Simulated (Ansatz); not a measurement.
Run this with Ansatz's Python interface and show what comes out.

`ta2n.extxyz`
```text
3
Lattice="3.11286151 0.0 0.0 -1.55643075 2.69581714 0.0 0.0 0.0 4.869841" Properties=species:S:1:pos:R:3 pbc="T T T"
Ta    1.55643077    0.89860571    3.62943893
Ta   -0.00000002    1.79721144    1.24040207
N     0.00000000    0.00000000    0.00000000
```

`ta2n.py`
```python
from pathlib import Path

import ansatz
import pandas as pd

cell = ansatz.Crystal.from_extxyz('ta2n.extxyz')

points = {'G': (0.0, 0.0, 0.0), 'M': (0.5, 0.0, 0.0), 'K': (0.33333, 0.33333, 0.0), 'A': (0.0, 0.0, 0.5), 'L': (0.5, 0.0, 0.5), 'H': (0.33333, 0.33333, 0.5)}
calc = (
    cell.calculation()
    .functional('PBEsol')
    .occupations('Methfessel-Paxton')
    .kpoints(9, 9, 5, shift=0.5)
    .basis(530)
    .band_structure(list(points.values()), intervals=1)
    .fat_bands()
)
res = calc.run()
data = res.report
file = Path(res.write_results('results')) / 'fatbands.tsv'
names = file.read_text().splitlines()[0].lstrip('# ').split('\t')
table = pd.read_csv(file, sep='\t', comment='#', names=names)
near = table[table.e_minus_ef.abs() < 3]
for ik, label in enumerate(points):
    print(label)
    for _, row in near[near.ik == ik].iterrows():
        main = row[names[4:]].astype(float).nlargest(2)
        print(f'   band {int(row.band):3d} {row.e_minus_ef:7.3f} eV  ' + ', '.join(f'{k} {v:.2f}' for k, v in main.items()))
```

Output of `python ta2n.py`:
```text
DeckWarning: crystal.symmetry: narrowed to the stabiliser of the k-point mesh — unitary ops 12 → 4; excluded 8 operations that carry a point of the 9×9×5 mesh (shift [0.5, 0.5, 0.5]) off the mesh (the run samples exactly the mesh kpoints.mp_grid names, as under crystal.symmetry.detect: false, and its converged state has the mesh's symmetry, not the crystal's; ε∞, the Born charges and the force constants of a linear response (`dielectric:` by the response, `phonons.method: dfpt`) are averaged [...]
G
   band  13  -0.646 eV  ta0_l2_5D 0.48, ta1_l2_5D 0.48
   band  14  -0.222 eV  ta0_l2_5D 0.50, ta1_l2_5D 0.50
   band  15  -0.222 eV  ta0_l2_5D 0.50, ta1_l2_5D 0.50
   band  16   0.285 eV  ta0_l2_5D 0.49, ta1_l2_5D 0.49
   band  17   0.286 eV  ta0_l2_5D 0.49, ta1_l2_5D 0.49
   band  18   0.319 eV  n2_l1_2P 0.48, ta0_l2_5D 0.25
   band  19   1.179 eV  ta0_l2_5D 0.45, ta1_l2_5D 0.45
M
   band  13  -2.580 eV  ta0_l2_5D 0.37, ta1_l2_5D 0.37
   band  14  -1.337 eV  ta0_l2_5D 0.31, ta1_l2_5D 0.31
   band  15   1.787 eV  ta0_l2_5D 0.38, ta1_l2_5D 0.38
   band  16   1.906 eV  ta0_l2_5D 0.37, ta1_l2_5D 0.37
K
   band  13  -2.682 eV  ta0_l2_5D 0.45, ta1_l2_5D 0.45
   band  14  -2.682 eV  ta0_l2_5D 0.45, ta1_l2_5D 0.45
   band  15   1.287 eV  ta0_l2_5D 0.33, ta1_l2_5D 0.33
   band  16   1.287 eV  ta0_l2_5D 0.33, ta1_l2_5D 0.33
   band  17   2.959 eV  ta0_l2_5D 0.48, ta1_l2_5D 0.48
A
   band  12  -2.830 eV  ta0_l2_5D 0.43, ta1_l2_5D 0.43
   band  13  -2.606 eV  ta0_l0_6S 0.26, ta1_l0_6S 0.26
   band  14  -1.105 eV  ta0_l2_5D 0.50, ta1_l2_5D 0.50
   band  15  -1.104 eV  ta0_l2_5D 0.50, ta1_l2_5D 0.50
   band  16   1.805 eV  n2_l1_2P 0.38, ta0_l2_5D 0.29
   band  17   1.909 eV  n2_l0_2S 0.28, ta0_l0_6S 0.27
   band  18   2.292 eV  ta0_l2_5D 0.49, ta1_l2_5D 0.49
   band  19   2.293 eV  ta0_l2_5D 0.49, ta1_l2_5D 0.49
L
   band  13  -2.122 eV  ta0_l2_5D 0.32, ta1_l2_5D 0.32
   band  14  -2.084 eV  ta0_l2_5D 0.30, ta1_l2_5D 0.30
   band  15  -0.233 eV  ta0_l2_5D 0.33, ta1_l2_5D 0.33
   band  16   0.740 eV  ta0_l2_5D 0.50, ta1_l2_5D 0.50
H
   band  12  -2.416 eV  ta0_l2_5D 0.48, ta1_l2_5D 0.48
   band  13  -1.883 eV  ta0_l2_5D 0.43, ta1_l2_5D 0.43
   band  14  -1.883 eV  ta0_l2_5D 0.43, ta1_l2_5D 0.43
   band  15   0.635 eV  ta0_l2_5D 0.49, ta1_l2_5D 0.49
   band  16   0.784 eV  ta0_l2_5D 0.37, ta1_l2_5D 0.37
   band  17   0.785 eV  ta0_l2_5D 0.37, ta1_l2_5D 0.37
```
(Warnings from the package without file and line, shortened.)

The settings weren't tested for convergence. Spin is left out of this run. The computed bands are complete only to about 1.5 eV above the Fermi level. For a metal this k-point mesh is coarse: on a finer one energies can move by several to tens of meV an atom and pressures by half a GPa or more, differences at one mesh by less. The structure comes from a database of computed cells and needn't be a stable or known phase. Levels are Kohn-Sham eigenvalues on this mesh, without spin-orbit coupling. Energies are less the Fermi level and bands count from 0. Only the largest channels are printed, equivalent atoms hold more, and in degenerate sets the split between sites is arbitrary; shells that the potentials lack have no channel. Hardware and time: 6.3 s on 1 thread of AMD EPYC 7R43 64-Core Processor (Zen 3), with other jobs on the host, peak memory 0.49 GiB.
